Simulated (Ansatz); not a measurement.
# AlF3H2O: the cost of one run

Program: Ansatz 0.2.0. Level of theory: RKS PBE0-D4/def2-SVP. These are calculated values, not measurements.

### Step 1. The starting structure

Bond lengths: Al1–O2 2.130 Å, O2–H3 1.010 Å, Al1–F4 1.690 Å, Al1–F5 1.690 Å, Al1–F6 1.990 Å. Angles: Al1–O2–H3 109.5°, O2–Al1–F4 120.0°, O2–Al1–F5 120.0°, O2–Al1–F6 71.6°, F4–Al1–F5 120.0°, F4–Al1–F6 96.8°, F5–Al1–F6 101.3°.

Coordinates:

```xyz
7

Al    0.0000    0.0000    0.0000
O     0.0000    0.0000    2.1300
H    -0.9095   -0.2814    2.4671
F     1.4635    0.0000   -0.8450
F    -1.4635    0.0000   -0.8450
F     0.0892    1.8864    0.6275
H     0.0593    1.2535    1.7062
```

### Step 2. Pulling towards end A

Springs on the bonds that form and break draw the guess towards this end; the thresholds are loose.

File input.yaml:

```yaml
crystal:
  periodic: [false, false, false]
  atoms:
    - { symbol: Al, position_ang: [0.0, 0.0, 0.0] }
    - { symbol: O, position_ang: [0.0, 0.0, 2.13] }
    - { symbol: H, position_ang: [-0.9095, -0.2814, 2.4671] }
    - { symbol: F, position_ang: [1.4635, 0.0, -0.845] }
    - { symbol: F, position_ang: [-1.4635, 0.0, -0.845] }
    - { symbol: F, position_ang: [0.0892, 1.8864, 0.6275] }
    - { symbol: H, position_ang: [0.0593, 1.2535, 1.7062] }
basis:
  gaussian: { orbitals: def2-SVP }
hamiltonian:
  xc: pbe0
  dispersion: d4
relax:
  f_tol: 0.15
  max_steps: 25
  restrain:
    - { distance: [0, 5], at: 2.89, k: 30.0 }
    - { distance: [6, 1], at: 2.21, k: 30.0 }
    - { distance: [0, 1], at: 1.78, k: 30.0 }
    - { distance: [6, 5], at: 0.92, k: 30.0 }
output:
  orbitals: {}
```

The run is started by

```
$ ansatz run input.yaml --threads 2 --pin off --max-ram 3072MiB --backend cpu --events-out ev --progress --plain --runs-dir out
```

**Question.** How long does this run take on 2 threads of AMD EPYC 9R45 (Zen 5), shared host, and how much memory does it need?

About 7.2 s, with a peak of 0.18 GiB.
